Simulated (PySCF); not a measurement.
# C3H5BF2Se: runs on many settings, part 2 of 2

PySCF 2.14.0. Atoms count from 0.

### Step 6. Spin-spin couplings: PBE0/6-31G* in benzene

The job: settings as JSON, then the geometry in Å.

```
{"job": {"kind": "j", "xc": "PBE0", "basis": "6-31G*", "solvent": "benzene"}, "charge": 0, "multiplicity": 1}
F      3.028207     0.188366    -0.562437
B      1.886736    -0.255123    -0.074096
F      1.903262    -1.520349     0.295899
C      0.596987     0.624180    -0.024177
C     -0.631670     0.097606     0.736594
C     -1.560840    -0.259207    -0.425692
Se    -0.301343     0.368222    -1.831619
H      0.777231     1.690612     0.110004
H     -0.385545    -0.771901     1.346049
H     -1.056695     0.860821     1.387149
H     -1.761061    -1.323295    -0.530279
H     -2.494071     0.299382    -0.453422
```

Level: PBE0/6-31G* indirect spin-spin coupling, non-relativistic, IEF-PCM benzene.

The program printed:

```text
coarse grid: 51016 points
cycle   1  E = -2742.5062471843  dE = -8.038e-02  |g| = 6.415e-01  |ddm| = 3.423e+00
cycle   2  E = -2742.4626379645  dE =  4.361e-02  |g| = 8.474e-01  |ddm| = 9.491e-01
cycle   3  E = -2742.5753205378  dE = -1.127e-01  |g| = 4.804e-02  |ddm| = 5.357e-01
cycle   4  E = -2742.5757315799  dE = -4.110e-04  |g| = 2.310e-02  |ddm| = 6.900e-02
cycle   5  E = -2742.5758597145  dE = -1.281e-04  |g| = 6.136e-03  |ddm| = 2.644e-02
cycle   6  E = -2742.5758704414  dE = -1.073e-05  |g| = 2.163e-03  |ddm| = 1.042e-02
cycle   7  E = -2742.5758716315  dE = -1.190e-06  |g| = 3.170e-04  |ddm| = 2.808e-03
final grid: 107976 points
cycle   8  E = -2742.5758464140  dE = -1.339e-08  |g| = 3.817e-04  |ddm| = 1.124e-03
cycle   9  E = -2742.5758463822  dE =  3.185e-08  |g| = 5.151e-04  |ddm| = 7.919e-04
cycle  10  E = -2742.5758464473  dE = -6.517e-08  |g| = 3.158e-05  |ddm| = 4.876e-04
cycle  11  E = -2742.5758464476  dE = -2.497e-10  |g| = 7.698e-06  |ddm| = 3.961e-05
converged SCF energy = -2742.5758464476

Indirect spin-spin couplings (Hz)
  i      j    bonds     total        FC       PSO       DSO        SD
  0 F    1 B    1    -27.055    11.923   -39.399     1.316    -0.894
  0 F    2 F    2   -100.857   113.302  -218.342    -0.464     4.647
  0 F    3 C    2     34.772    37.199    -3.290     0.181     0.682
  0 F    4 C    3      4.978     5.273    -0.244    -0.199     0.147
  0 F    5 C    4     -0.297    -0.444     0.573    -0.292    -0.134
  0 F    7 H    3     -2.546    -1.737    -1.138     0.389    -0.060
  0 F    8 H    4     -1.201    -0.242    -0.056    -0.817    -0.086
  0 F    9 H    4      0.836     1.226     0.567    -0.978     0.021
  0 F   11 H    5     -0.664     0.098     0.583    -1.371     0.027
  1 B    2 F    1    -24.872    14.101   -39.450     1.344    -0.868
  1 B    3 C    1    102.981   103.143    -1.059     0.516     0.381
  1 B    4 C    2     -1.889    -1.883    -0.096     0.118    -0.028
  1 B    5 C    3      0.549     0.538     0.019     0.008    -0.016
  1 B    7 H    2     -1.264    -1.480    -0.214     0.361     0.069
  1 B    8 H    3      6.400     6.224    -0.319     0.488     0.007
  1 B    9 H    3      4.517     4.514     0.149    -0.146    -0.000
  1 B   10 H    4     -0.189    -0.142    -0.024    -0.010    -0.013
  1 B   11 H    4     -0.280    -0.074     0.200    -0.407     0.001
  2 F    3 C    2     36.132    37.900    -2.789     0.180     0.841
  2 F    4 C    3      0.354     0.794    -0.616     0.170     0.006
  2 F    5 C    4     -0.321    -0.268    -0.049     0.020    -0.024
  2 F    7 H    3      9.528    10.490     0.229    -1.318     0.126
  2 F    9 H    4     -0.781    -0.240     0.322    -0.843    -0.021
  2 F   10 H    5      0.266     0.162    -0.271     0.420    -0.046
  2 F   11 H    5     -0.457     0.143     0.531    -1.105    -0.027
  3 C    4 C    1     45.691    44.637     0.723     0.331         -
  3 C    5 C    2     -7.626    -7.568    -0.166     0.108         -
  3 C    7 H    1    156.356   155.001    -0.075     1.430         -
  3 C    8 H    2     -3.047    -3.420     0.195     0.178         -
  3 C    9 H    2     -3.906    -4.224     0.176     0.142         -
  3 C   10 H    3      1.914     1.989     0.111    -0.186         -
  3 C   11 H    3      2.319     2.430     0.113    -0.225         -
  4 C    5 C    1     46.780    45.771     0.710     0.300         -
  4 C    7 H    2     -3.157    -3.485     0.253     0.075         -
  4 C    8 H    1    150.150   148.555     0.469     1.126         -
  4 C    9 H    1    152.074   150.490     0.512     1.072         -
  4 C   10 H    2     -3.092    -3.364     0.257     0.016         -
  4 C   11 H    2     -3.302    -3.568     0.271    -0.005         -
  5 C    7 H    3      2.339     2.434     0.121    -0.216         -
  5 C    8 H    2     -3.771    -4.104     0.251     0.083         -
  5 C    9 H    2     -4.052    -4.375     0.276     0.047         -
  5 C   10 H    1    159.247   157.950     0.091     1.206         -
  5 C   11 H    1    158.720   157.433     0.096     1.191         -
  7 H    8 H    3      5.341     5.876     1.105    -1.640         -
  7 H    9 H    3     10.641    10.130    -0.461     0.973         -
  7 H   10 H    4     -1.330    -0.301     1.152    -2.181         -
  7 H   11 H    4     -0.880    -0.468     0.435    -0.847         -
  8 H    9 H    2    -16.197   -15.636     1.128    -1.689         -
  8 H   10 H    3     10.867    10.399    -0.426     0.895         -
  8 H   11 H    3      4.740     5.326     1.102    -1.688         -
  9 H   10 H    3      5.601     6.238     1.199    -1.836         -
  9 H   11 H    3     11.187    10.783    -0.298     0.702         -
 10 H   11 H    2    -12.448   -12.141     1.298    -1.605         -
```

Wall time 19 s (1 thread of Arm Neoverse V2, shared host); peak memory 0.83 GiB.

The basis is not made for couplings: without tight functions at the nuclei these values are rough.

Key values: J(C5,H10) 159.2 Hz, J(C5,H11) 158.7 Hz, J(C3,H7) 156.4 Hz (means over like pairs).

### Step 7. Side by side: spin-spin couplings

Couplings (Hz), each a mean over the pairs like the one named, with basis size and wall time:

| run | C5–H11 | C5–H10 | C3–H7 | C4–H9 | C4–H8 | B1–C3 | F0–F2 | functions | time |
| --- | --- | --- | --- | --- | --- | --- | --- | --- | --- |
| CAM-B3LYP/def2-SVP | 189.3 | 189.0 | 188.6 | 172.0 | 168.6 | 167.8 | 112.9 | 141 | 32 s |
| PBE0/6-31G* in benzene | 158.7 | 159.2 | 156.4 | 152.1 | 150.2 | 103.0 | -100.9 | 126 | 19 s |

### Step 8. Outcome

The summary covers parts 1 to 2.

| quantity | value |
| --- | --- |
| 13C shifts against TMS (PBE0/pcSseg-1) | 25.9, 22.5, 18.0 ppm |
| 1H shifts against TMS (PBE0/pcSseg-1) | 3.56, 3.52, 3.32, 2.97, 2.95 ppm |
| 19F shifts against CFCl3 (PBE0/pcSseg-1, means over atoms taken as alike) | -91.0 ppm |
| 11B shifts against BF3·OEt2 (PBE0/pcSseg-1) | 25.5 ppm |
| 77Se shifts against Me2Se (PBE0/pcSseg-1) | 314 ppm |
| surface potential, 1st and 99th percentile | -0.84 V and 1.60 V |
| lowest singlet (PBE0/def2-SVPD) | 3.48 eV (357 nm), f = 0.002 |
| brightest single state of those computed | state 4, 5.86 eV, f = 0.047 |
| lowest triplet | 2.95 eV |
| largest coupling of the table (CAM-B3LYP/def2-SVP) | 1J(C,H) C5–H11, 189.3 Hz |
| range of J(C5,H11), mean over like pairs | 158.7 to 189.3 Hz |
| property runs in this session | 5, of which 1 failed and 0 gave unsound results |

Single values in the summary come from the first run of each kind that ended normally (PBE0/pcSseg-1; PBE0/def2-SVPD; CAM-B3LYP/def2-SVP), which need not be the best level. At PBE0/pcSseg-1: The widest tensor belongs to Se6: span 1815 ppm, with a paramagnetic part of -1555 ppm. At PBE0/pcSseg-1, counted by nearest atom on the grid, the HOMO lies on Se6 80 %, the LUMO on Se6 48 %; C3 17 %. The first singlet state (HOMO→LUMO 0.98) lies at 3.48 eV and is weak; of the 6 states computed, the strongest absorption comes from state 4 at 5.86 eV (the last state computed is bright too, and its partners may lie past the list). The lowest triplet lies 0.53 eV below the lowest singlet (triplets in Tamm-Dancoff, singlets in full TDDFT). In the run at CAM-B3LYP/def2-SVP, the largest coupling of the table is C5–H11, 189.3 Hz, of which the Fermi-contact term gives 188.0 Hz. Couplings across rotatable bonds belong to this one conformer; where others are populated, the observed values are averages. Density functionals describe couplings to fluorine poorly, F–F couplings above all, so those rows are rough. The coupling C5–H11, as a mean over pairs of its kind, runs from 158.7 Hz (PBE0/6-31G* in benzene) to 189.3 Hz (CAM-B3LYP/def2-SVP). Spin-orbit coupling is left out, which matters for shieldings and couplings at and beside the heavy atoms. Couplings from bases without tight functions are rough.
